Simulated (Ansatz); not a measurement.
# LaSi3Ir: the cost of one run

Computed with Ansatz 0.2.0 (DFT LDA, scalar-relativistic, plane waves, PAW, unless a step's input says otherwise).

1 further run of the same task is left out (set aside as unsound or not needed).

**1. The starting structure**

Symmetry: I4mm, No. 107, tetragonal system. Conventional cell: a = 4.232 Å, b = 4.232 Å, c = 9.757 Å, α = 90.00°, β = 90.00°, γ = 90.00°. Around La (site symmetry 4mm) lie 12 Si at 3.11 to 3.33 Å and 5 Ir at 3.35 to 3.37 Å. Si (site symmetry 2mm) has 2 Ir at 2.37 Å and 2 Si at 2.57 Å and 4 La at 3.13 to 3.33 Å as nearest neighbours. Si (site symmetry 4mm) is surrounded by 1 Ir at 2.35 Å and 4 Si at 2.57 Å and 4 La at 3.11 Å. Ir (site symmetry 4mm) is surrounded by 5 Si at 2.35 to 2.37 Å.

As a file:

```xyz
5
Lattice="-2.1159 2.1159 4.8784 2.1159 -2.1159 4.8784 2.1159 2.1159 -4.8784" Properties=species:S:1:pos:R:3 pbc="T T T"
La    0.0000    0.0000   -0.0133
Si    0.0000    2.1159    2.5589
Si    2.1159    0.0000    2.5589
Si    0.0000    0.0000    4.0257
Ir    0.0000    0.0000    6.3782
```

This cell was relaxed beforehand with the same method: volume 17.47 Å³/atom, gap on the mesh none (metal).

**2. Tight relaxation for the response runs, with the smearing for a metal**

The response runs start from a cell at rest, found with their own mesh and filling of the bands.

The input, input.yaml:

```yaml
crystal:
  lattice:
    - [-2.1158903403, 2.1158903403, 4.878372664]
    - [2.1158903403, -2.1158903403, 4.878372664]
    - [2.1158903403, 2.1158903403, -4.878372664]
  atoms:
    - { symbol: La, position: [-0.0013598415, -0.0013598415, 0.0] }
    - { symbol: Si, position: [0.7622678274, 0.2622678274, 0.5] }
    - { symbol: Si, position: [0.2622678274, 0.7622678274, 0.5] }
    - { symbol: Si, position: [0.4126052116, 0.4126052116, 0.0] }
    - { symbol: Ir, position: [0.6537189751, 0.6537189751, 0.0] }
basis:
  ecutwfc: 420
kpoints:
  mp_grid: { grid: [12, 12, 12] }
hamiltonian:
  xc: lda
scf:
  occupations: { method: fermi_dirac, width: 0.15 }
output:
  forces: true
  stress: true
  eigenvalues: true
relax:
  adjacent_minimum: "off"
  f_tol: 0.001
  max_steps: 60
  cell: { stress_tol: 0.01 }
```

The run is started by

```console
> ansatz run input.yaml --threads 2 --pin off --max-ram 5120MiB --backend cpu --events-out ev --progress --plain --runs-dir out
```

What time and memory should one allow on 2 threads of Intel Xeon 6975P-C (Granite Rapids), shared host?

About 55 s, with a peak of 0.65 GiB.
